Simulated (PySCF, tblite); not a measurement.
**C6H8ClO radical: geometry, infrared bands and EPR parameters**

Aim: predict the infrared bands and EPR parameters of C6H8ClO radical (`[O]C[C@@H]1C=C(Cl)CC1`).

Computed with tblite 0.8.0 and PySCF 2.14.0, with density-fitted response routines of our own, on a single molecule in the gas phase. Atoms are numbered from 0 throughout.

### 1 Starting geometry

16 atoms, charge 0, multiplicity 2; geometry from: force field or distance geometry start.

Bonds of the start (Å): O0–C1 1.31, C1–C2 1.56, C2–C3 1.50, C3–C4 1.34, C4–Cl5 1.70, C4–C6 1.48, C6–C7 1.52, C7–C2 1.55, C1–H8 1.12, C1–H9 1.09, C2–H10 1.11, C3–H11 1.08, C6–H12 1.10, C6–H13 1.09, C7–H14 1.10, C7–H15 1.11.

### 2 Geometry optimisation with GFN2-xTB

Job settings and geometry (Å):

```
{"job": {"kind": "relax", "xc": "GFN2-xTB", "basis": "xTB"}, "charge": 0, "multiplicity": 2}
O     -2.894800     0.335600     0.048600
C     -1.990600    -0.565400    -0.263800
C     -0.637500     0.175200    -0.515300
C      0.453000    -0.728000    -1.007400
C      1.609700    -0.454400    -0.393300
Cl     3.090900    -1.224400    -0.693800
C      1.501900     0.668300     0.570000
C     -0.006000     0.788900     0.758000
H     -1.754700    -1.356500     0.489500
H     -2.166000    -1.185900    -1.148100
H     -0.787000     0.957200    -1.283900
H      0.296100    -1.491300    -1.755200
H      1.986000     0.448000     1.537600
H      1.930000     1.583600     0.153600
H     -0.320800     1.833800     0.908700
H     -0.317600     0.224300     1.660600
```

Command:

```bash
> OMP_NUM_THREADS=1 python probes_run.py task.json out
```

The driver reads the jobs from task.json and runs them one after another.

**Question.** This job is followed by: GFN2-xTB harmonic vibrations, gas phase; UKS B3LYP, pcH-1 on C Cl H O, non-relativistic, mean-field spin-orbit, GIAO. Predict these results of the whole session: strongest single infrared mode (GFN2-xTB); zero-point energy (GFN2-xTB); g(iso) (B3LYP); ⟨S²⟩; largest a(iso); potential on the surface of density 0.002 e/bohr³, 1st and 99th percentile; property runs in this session.

The runs gave:

| quantity | value |
| --- | --- |
| strongest single infrared mode (GFN2-xTB) | 1598 cm⁻¹, 244 km/mol |
| zero-point energy (GFN2-xTB) | 76.9 kcal/mol |
| g(iso) (B3LYP) | 2.01972 |
| ⟨S²⟩ | 0.757 (exact 0.75) |
| largest a(iso) | 13C on C2, 91.7 MHz |
| potential on the surface of density 0.002 e/bohr³, 1st and 99th percentile | -1.54 V and 1.15 V |
| property runs in this session | 1, of which 0 failed and 1 gave unsound results |

Relaxing lowered the energy by 0.275 eV in 91 steps; the close pair that moved most is C1–C2, from 1.563 to 1.646 Å. No mode is imaginary among the 42: a minimum at this level. The strongest single mode, at 1598 cm⁻¹, moves mainly C4 and C3. GFN2-xTB is a fitted tight-binding method: band positions and strengths are rough. Its intensities can rank the bands wrongly. O0 carries the largest spin population, 0.74 e. The isotropic g lies 17.4 ppt above the free-electron value. These values are not to be trusted: the run shows nearly degenerate orbitals, where second-order g theory doesn't apply. These values are for one conformer; the search (at its own cheap level) found 1 more, at 0.44 kcal/mol, and measured spectra average over such forms.
